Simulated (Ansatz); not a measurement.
**CH3Ge (doublet): geometry optimisation**

Aim: relax a generated start of CH3Ge (doublet) and see which bonds hold.

The runs use Ansatz 0.2.0, Gaussian basis; UKS PBE0/def2-TZVP.

## Step 1: The system as given

5 atoms, charge 0, spin multiplicity 2.

Atoms are counted from 1 here; the program's logs count them from 0.

Bond lengths: Ge1–C2 1.812 Å, Ge1–H3 1.543 Å, Ge1–H4 1.523 Å, C2–H5 1.081 Å. Angles: C2–Ge1–H3 128.8°, C2–Ge1–H4 117.4°, H3–Ge1–H4 102.2°, Ge1–C2–H5 124.4°.

The start was built by rule and, where that kept it together, relaxed with GFN2-xTB. Sticks and bond lists go by distance. No spin-orbit coupling is included. 

## Step 2: Relaxation

File in.yaml:

```yaml
crystal:
  periodic: [false, false, false]
  atoms:
    - {symbol: Ge, position_ang: [-0.247459, -0.002211, -0.069117]}
    - {symbol: C, position_ang: [1.503467, -0.016831, 0.396694]}
    - {symbol: H, position_ang: [-1.316469, 1.072752, 0.219746]}
    - {symbol: H, position_ang: [-1.032113, -1.294944, 0.113112]}
    - {symbol: H, position_ang: [2.266930, 0.582060, -0.078805]}
basis:
  gaussian: {orbitals: def2-TZVP}
magnetization: {spin_polarized: true, initial_magnetization: 1}
hamiltonian: {xc: pbe0}
relax: {f_tol: 0.004, max_steps: 80}
```

Started as:

```sh
> ansatz run in.yaml --threads 1 --pin off --events-out ev --progress --plain --max-ram 1740MiB
```

**Question.** What will these runs give? Wanted: energy gained; shift from the start; total energy; dipole moment; ⟨S²⟩.

The runs gave:

| quantity | value |
| --- | --- |
| steps | 11 |
| energy gained | 0.212 eV |
| shift from the start (rms) | 0.207 Å |
| total energy | -57591.8413 eV |
| dipole moment | 1.04 D |
| ⟨S²⟩ | 0.809 |

In words: The bonds of the start are those of the end. Ge1–C2 went from 1.812 to 1.750 Å. No vibrations were run, so this is a stationary point, not a proven minimum, and this spin need not be the ground state's.
